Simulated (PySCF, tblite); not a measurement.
# C₄H₅F₃NO radical: geometry, infrared bands and EPR parameters

Wanted: the infrared bands and EPR parameters of C₄H₅F₃NO radical (`[H]/N=C\[C](C)OC(F)(F)F`), by calculation.

Computed with tblite 0.8.0 and PySCF 2.14.0, with density-fitted response routines of our own, on a single molecule in the gas phase. Atoms count from 0, in the outputs and in this text.

### Step 1. The molecule as given

14 atoms, charge 0, multiplicity 2; geometry from: force field or distance geometry start.

Bonds of the start (Å): C0–C1 1.49, C1–C2 1.49, C2–N3 1.26, C1–O4 1.40, O4–C5 1.41, C5–F6 1.39, C5–F7 1.39, C5–F8 1.35, C0–H9 1.08, C0–H10 1.12, C0–H11 1.12, C2–H12 1.11, N3–H13 1.02.

### Step 2. Relaxing the molecule with GFN2-xTB

The job: settings as JSON, then the geometry in Å.

```
{"job": {"kind": "relax", "xc": "GFN2-xTB", "basis": "xTB"}, "charge": 0, "multiplicity": 2}
C      0.750000     1.087600     0.083600
C      0.110700    -0.254400     0.018200
C      1.031900    -1.393700     0.295000
N      2.252300    -1.415200    -0.027800
O     -1.092200    -0.379500     0.719000
C     -2.065800     0.114000    -0.169100
F     -1.707400     1.437000    -0.426700
F     -1.853800    -0.644000    -1.320000
F     -3.324900    -0.048300     0.300000
H      1.813700     1.061800     0.239000
H      0.245500     1.734100     0.850200
H      0.557200     1.593600    -0.897700
H      0.580700    -2.263100     0.806700
H      2.701400    -0.630500    -0.492600
```

Run with:

```sh
$ OMP_NUM_THREADS=1 python probes_run.py task.json out
```

One launch serves the whole session: the jobs run in the order shown.

**Question.** This job is followed by: GFN2-xTB harmonic vibrations, gas phase; UKS B3LYP, pcH-1 on C F H N O, non-relativistic, mean-field spin-orbit, GIAO. What will the session give for the following? strongest single infrared mode (GFN2-xTB); zero-point energy (GFN2-xTB); g(iso) (B3LYP); ⟨S²⟩; largest a(iso) (averaged by class); potential on the surface of density 0.002 e/bohr³, 1st and 99th percentile.

As calculated:

| quantity | value |
| --- | --- |
| strongest single infrared mode (GFN2-xTB) | 1225 cm⁻¹, 725 km/mol |
| zero-point energy (GFN2-xTB) | 56.3 kcal/mol |
| g(iso) (B3LYP) | 2.00354 |
| ⟨S²⟩ | 0.771 (exact 0.75) |
| largest a(iso) (averaged by class) | 13C on C1, 71.6 MHz |
| potential on the surface of density 0.002 e/bohr³, 1st and 99th percentile | -1.74 V and 1.73 V |

**Reading.** Relaxing lowered the energy by 1.298 eV in 96 steps; the close pair that moved most is O4–C5, from 1.407 to 1.320 Å. All 36 modes are real, so the xTB geometry is a minimum. The strongest single mode, at 1225 cm⁻¹, is carried by C1, O4, H13. GFN2-xTB is a fitted tight-binding method: band positions and strengths are rough. Its intensities can rank the bands wrongly. The largest share of the spin, 0.68 e, sits on C1. The isotropic g lies 1.2 ppt above the free-electron value. The conformer search found further structures of the same energy, which may be mirror or relabelled copies of this one.
